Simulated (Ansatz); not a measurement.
# CuBiSeO: further runs on the relaxed cell

This session takes CuBiSeO and sets out to measure the bulk modulus from energies at several volumes.

Method: DFT LDA, scalar-relativistic, plane waves, PAW, in Ansatz 0.2.0.

1 further run of the same task is left out (set aside as unsound or not needed).

## (1) The system as given

Symmetry: P4/nmm, No. 129, tetragonal system. Conventional cell: a = 3.858 Å, b = 3.858 Å, c = 8.816 Å, α = 90.00°, β = 90.00°, γ = 90.00°. Cu (site symmetry -4m2) is surrounded by 4 Se at 2.45 Å and 4 Cu at 2.73 Å. Bi (site symmetry 4mm) is surrounded by 4 O at 2.30 Å. Se (site symmetry 4mm) is surrounded by 4 Cu at 2.45 Å. O (site symmetry -4m2) is surrounded by 4 Bi at 2.30 Å.

Structure file:

```cif
data_structure
_symmetry_space_group_name_H-M 'P 1'
_symmetry_Int_Tables_number 1
_cell_length_a 3.8580
_cell_length_b 3.8580
_cell_length_c 8.8160
_cell_angle_alpha 90.000
_cell_angle_beta 90.000
_cell_angle_gamma 90.000
_cell_volume 131.22
loop_
_atom_site_label
_atom_site_type_symbol
_atom_site_fract_x
_atom_site_fract_y
_atom_site_fract_z
_atom_site_occupancy
Cu1 Cu 0.00000 0.00000 0.50000 1
Cu2 Cu 0.50000 0.50000 0.50000 1
Bi1 Bi 0.00000 0.50000 0.85757 1
Bi2 Bi 0.50000 0.00000 0.14243 1
Se1 Se 0.50000 0.00000 0.67216 1
Se2 Se 0.00000 0.50000 0.32784 1
O1 O 0.50000 0.50000 0.00000 1
O2 O 0.00000 0.00000 0.00000 1
```

It goes back to an entry of the Materials Project.

It is the result of an earlier relaxation at this level (volume 16.40 Å³/atom; gap on the mesh: 0.34 eV).

## (2) The cell scaled to 0.97 of its volume

Contents of input.yaml:

```yaml
crystal:
  lattice:
    - [3.8190138947, 0.0, 0.0]
    - [0.0, 3.8190138947, 0.0]
    - [0.0, 0.0, 8.7269502977]
  atoms:
    - { symbol: Cu, position: [0.0, 0.0, 0.5] }
    - { symbol: Cu, position: [0.5, 0.5, 0.5] }
    - { symbol: Bi, position: [0.0, 0.5, 0.8575742963] }
    - { symbol: Bi, position: [0.5, 0.0, 0.1424257037] }
    - { symbol: Se, position: [0.5, 0.0, 0.6721622167] }
    - { symbol: Se, position: [0.0, 0.5, 0.3278377833] }
    - { symbol: O, position: [0.5, 0.5, 0.0] }
    - { symbol: O, position: [0.0, 0.0, 0.0] }
basis:
  ecutwfc: 420
kpoints:
  mp_grid: { grid: [10, 10, 4] }
hamiltonian:
  xc: lda
scf:
  occupations: { method: gaussian, width: 0.01 }
output:
  forces: true
  stress: true
  eigenvalues: true
relax:
  adjacent_minimum: "off"
  f_tol: 0.01
  max_steps: 30
  cell: { stress_tol: 0.1, fix: [volume] }
```

The run is started by

```bash
$ ansatz run input.yaml --threads 2 --pin off --max-ram 5120MiB --backend cpu --events-out ev --progress --plain --runs-dir out
```

## (3) Point at V/V0 = 1.03

Changes to input.yaml since step 2:

```diff
@@ -2,5 +2,5 @@
   lattice:
-    - [3.8190138947, 0.0, 0.0]
-    - [0.0, 3.8190138947, 0.0]
-    - [0.0, 0.0, 8.7269502977]
+    - [3.8961864826, 0.0, 0.0]
+    - [0.0, 3.8961864826, 0.0]
+    - [0.0, 0.0, 8.9032998366]
   atoms:
```

## (4) Volume × 0.94

Contents of input.yaml:

```yaml
crystal:
  lattice:
    - [3.7946411025, 0.0, 0.0]
    - [0.0, 3.7946411025, 0.0]
    - [0.0, 0.0, 8.5660318669]
  atoms:
    - { symbol: Cu, position: [0.0, 0.0, 0.5] }
    - { symbol: Cu, position: [0.5, 0.5, 0.5] }
    - { symbol: Bi, position: [0.0, 0.5, 0.8552357451] }
    - { symbol: Bi, position: [0.5, 0.0, 0.1447642549] }
    - { symbol: Se, position: [0.5, 0.0, 0.6738765555] }
    - { symbol: Se, position: [0.0, 0.5, 0.3261234445] }
    - { symbol: O, position: [0.5, 0.5, 0.0] }
    - { symbol: O, position: [0.0, 0.0, 0.0] }
basis:
  ecutwfc: 420
kpoints:
  mp_grid: { grid: [10, 10, 4] }
hamiltonian:
  xc: lda
scf:
  occupations: { method: gaussian, width: 0.01 }
output:
  forces: true
  stress: true
  eigenvalues: true
relax:
  adjacent_minimum: "off"
  f_tol: 0.01
  max_steps: 30
  cell: { stress_tol: 0.1, fix: [volume] }
```

## (5) Volume × 1.06

Contents of input.yaml:

```yaml
crystal:
  lattice:
    - [3.9207683055, 0.0, 0.0]
    - [0.0, 3.9207683055, 0.0]
    - [0.0, 0.0, 9.0480866898]
  atoms:
    - { symbol: Cu, position: [0.0, 0.0, 0.5] }
    - { symbol: Cu, position: [0.5, 0.5, 0.5] }
    - { symbol: Bi, position: [0.0, 0.5, 0.8598178858] }
    - { symbol: Bi, position: [0.5, 0.0, 0.1401821142] }
    - { symbol: Se, position: [0.5, 0.0, 0.6703536488] }
    - { symbol: Se, position: [0.0, 0.5, 0.3296463512] }
    - { symbol: O, position: [0.5, 0.5, 0.0] }
    - { symbol: O, position: [0.0, 0.0, 0.0] }
basis:
  ecutwfc: 420
kpoints:
  mp_grid: { grid: [10, 10, 4] }
hamiltonian:
  xc: lda
scf:
  occupations: { method: gaussian, width: 0.01 }
output:
  forces: true
  stress: true
  eigenvalues: true
relax:
  adjacent_minimum: "off"
  f_tol: 0.01
  max_steps: 30
  cell: { stress_tol: 0.1, fix: [volume] }
```

(Steps that only read results are left out.)

What does the calculation give? Wanted: equilibrium volume of the fit; bulk modulus.

**Answer**, as computed:

```
                     quantity          value
equilibrium volume of the fit  16.40 Å³/atom
                 bulk modulus         93 GPa
      its pressure derivative            5.1
```

The fit puts the minimum at 16.40 Å³/atom with B = 93 GPa and B' = 5.1. The gap on the mesh goes from 0.50 eV at the smallest volume to 0.07 eV at the largest. These runs have no spin-orbit coupling; with Bi it would split and shift bands.
